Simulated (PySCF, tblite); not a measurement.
**C₆H₉OPS: geometry, infrared bands and NMR shifts**

Aim: predict the infrared bands and NMR shifts of C₆H₉OPS (`CC[P@@H](=O)c1cccs1`).

Computed with tblite 0.8.0 and PySCF 2.14.0, with density-fitted response routines of our own, on a single molecule in the gas phase. Atoms count from 0, in the outputs and in this text.

## 1. The molecule as given

18 atoms, charge 0, multiplicity 1; geometry from: force field or distance geometry start.

Bonds of the start (Å): C0–C1 1.50, C1–P2 1.83, P2–O3 1.52, P2–C4 1.75, C4–C5 1.38, C5–C6 1.43, C6–C7 1.39, C7–S8 1.72, S8–C4 1.70, C0–H9 1.10, C0–H10 1.10, C0–H11 1.10, C1–H12 1.08, C1–H13 1.10, P2–H14 1.40, C5–H15 1.07, C6–H16 1.08, C7–H17 1.07.

## 2. Geometry optimisation with GFN2-xTB

The job: settings as JSON, then the geometry in Å.

```
{"job": {"kind": "relax", "xc": "GFN2-xTB", "basis": "xTB"}, "charge": 0, "multiplicity": 1}
C     -3.088700     0.124400     0.228400
C     -1.611400     0.400400     0.280200
P     -0.618800    -1.022600    -0.304200
O     -0.890500    -1.187600    -1.794400
C      1.006600    -0.431900    -0.061900
C      1.739200     0.221500    -1.032400
C      3.035600     0.582300    -0.545900
C      3.230000     0.184100     0.768300
S      1.854000    -0.628700     1.395300
H     -3.664900     0.983400     0.613300
H     -3.415700    -0.070100    -0.801800
H     -3.356600    -0.755400     0.829900
H     -1.370100     1.278100    -0.304300
H     -1.314500     0.608100     1.322100
H     -0.810400    -2.119700     0.547600
H      1.375800     0.427200    -2.018200
H      3.789600     1.101900    -1.118500
H      4.102300     0.310800     1.378000
```

Run with:

```sh
$ OMP_NUM_THREADS=1 python probes_run.py task.json out
```

One launch serves the whole session: the jobs run in the order shown.

**Question.** This job is followed by: GFN2-xTB harmonic vibrations, gas phase; GIAO PBE0/pcSseg-1 NMR shielding, non-relativistic, gas phase. Predict these results of the whole session: strongest single infrared mode (GFN2-xTB); zero-point energy (GFN2-xTB); ¹³C shifts against TMS (PBE0/pcSseg-1); ¹H shifts against TMS (PBE0/pcSseg-1, means over atoms taken as alike); ³¹P shifts against H3PO4 (PBE0/pcSseg-1); ¹⁷O shifts against H2O (PBE0/pcSseg-1); ³³S shifts against CS2 (PBE0/pcSseg-1).

The runs gave:

```
                                                              quantity                                         value
                             strongest single infrared mode (GFN2-xTB)                         1289 cm⁻¹, 233 km/mol
                                          zero-point energy (GFN2-xTB)                                 84.2 kcal/mol
                                ¹³C shifts against TMS (PBE0/pcSseg-1)     144.0, 141.9, 141.3, 132.2, 33.3, 9.1 ppm
¹H shifts against TMS (PBE0/pcSseg-1, means over atoms taken as alike)  7.99, 7.80, 7.58, 7.33, 1.86, 1.49, 1.40 ppm
                              ³¹P shifts against H3PO4 (PBE0/pcSseg-1)                                     -14.3 ppm
                                ¹⁷O shifts against H2O (PBE0/pcSseg-1)                                      63.8 ppm
                                ³³S shifts against CS2 (PBE0/pcSseg-1)                                       226 ppm
```

In words: The optimisation took 98 steps and gained 0.410 eV; among the close pairs (by a distance rule), P2–O3 changed most, from 1.524 to 1.462 Å. All 48 modes are real, so the xTB geometry is a minimum. The strongest single mode, at 1289 cm⁻¹, moves mainly O3 and P2. Unscaled tight-binding wavenumbers are off by several per cent, some by more. Its intensities can rank the bands wrongly. At PBE0/pcSseg-1: The largest span, 285 ppm, is at S8, where the paramagnetic term is -781 ppm. NICS(1)zz of -27 ppm above the planar ring from C4 marks a diatropic (aromatic) ring current.
